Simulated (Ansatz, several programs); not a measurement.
Li3IS in the antiperovskite structure, relaxed with PBE in Ansatz (plane waves, PAW): the symmetry is Pm-3m (No. 221, cubic); a = 4.737 Å in the conventional setting, 21.26 Å³ an atom. Around I lie 12 Li at 3.35 Å; around S lie 6 Li at 2.37 Å; around Li lie 2 S at 2.37 Å and 4 I at 3.35 Å. The cell was then scaled with its shape and fractional coordinates held. Note: simulated data, non-magnetic, for a generated structure that need not be the stable one.

| V (Å³/atom) | E (meV/atom) |
| --- | --- |
| 19.981 | 7.29 |
| 20.619 | 1.74 |
| 21.256 | 0.00 |
| 22.532 | 5.87 |

Question: Pass a cubic E = c₀ + c₁u + c₂u² + c₃u³, with u = V − 21.097 Å³, through these points.

Answer: c₀ = 0.11, c₁ = -1.332, c₂ = 4.204, c₃ = -0.3323 (meV and Å³).

Question: Where is the minimum, and what bulk modulus follows?

Answer: dE/du = 0 at u = +0.161, so V₀ = 21.26 Å³. B = V₀ d²E/dV² = 21.26 × (2c₂ + 6c₃u) = 21.26 × 8.085 = 172 meV/Å³, and 1 meV/Å³ is 0.16022 GPa: 28 GPa. A third-order Birch-Murnaghan fit to all five points gives 21.26 Å³ and 27 GPa.

Question: Predict the energy and the pressure at the withheld volume, 21.894 Å³.

Answer: With u = +0.797: E ≈ 1.55 meV and P = −dE/dV ≈ -0.76 GPa. The run gives 1.53 meV and, from its stress, -0.76 GPa.
